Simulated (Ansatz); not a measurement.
# Ba: the cost of one run

Computed with Ansatz 0.2.0 (DFT PBEsol, scalar-relativistic, unless a step's input says otherwise).

**1. The starting structure**

Symmetry: Im-3m, No. 229, cubic system. The conventional cell has a = 5.000 Å, b = 5.000 Å, c = 5.000 Å, α = 90.00°, β = 90.00°, γ = 90.00°. Around Ba (site symmetry m-3m) lie 8 Ba at 4.33 Å.

Structure file:

```
CELL_PARAMETERS angstrom
-2.50000 2.50000 2.50000
2.50000 -2.50000 2.50000
2.50000 2.50000 -2.50000
ATOMIC_POSITIONS crystal
Ba 0.00000 0.00000 0.00000
```

**2. After the deformation**

Space group Im-3m before, I4/mmm after.

**3. LAPW, all electrons**

File input.yaml:

```yaml
crystal:
  lattice:
    - [-2.5, 2.5, 2.55]
    - [2.5, -2.5, 2.55]
    - [2.5, 2.5, -2.55]
  atoms:
    - { symbol: Ba, position: [0.0, 0.0, 0.0] }
kpoints:
  mp_grid: { grid: [10, 10, 10] }
  band_path:
    path:
      - [0.0, 0.0, 0.0]
      - [0.0, 0.0, 0.5]
      - [0.25, 0.25, 0.25]
      - [0.0, 0.5, 0.0]
      - [0.0, 0.0, 0.0]
      - [0.5, 0.5, -0.5]
      - [0.4902921953, 0.5097078047, -0.4902921953]
      - [-0.4902921953, 0.4902921953, 0.4902921953]
      - [0.0, 0.0, 0.0]
    npoints: 5
scf:
  occupations: { method: fermi_dirac, width: 0.05 }
hamiltonian:
  xc: pbesol
  pseudopotentials: { kind: all_electron, lapw: { basis_error: 0.0005 } }
output:
  forces: true
  stress: true
  eigenvalues: true
```

On the command line:

```sh
ansatz run input.yaml --threads 1 --pin off --max-ram 3072MiB --backend cpu --events-out ev --progress --plain --runs-dir out
```

**Question.** How long does this run take on 1 thread of Intel Xeon Platinum 8488C (Sapphire Rapids), shared host, and how much memory does it need?

About 5.4 s, with a peak of 0.29 GiB.
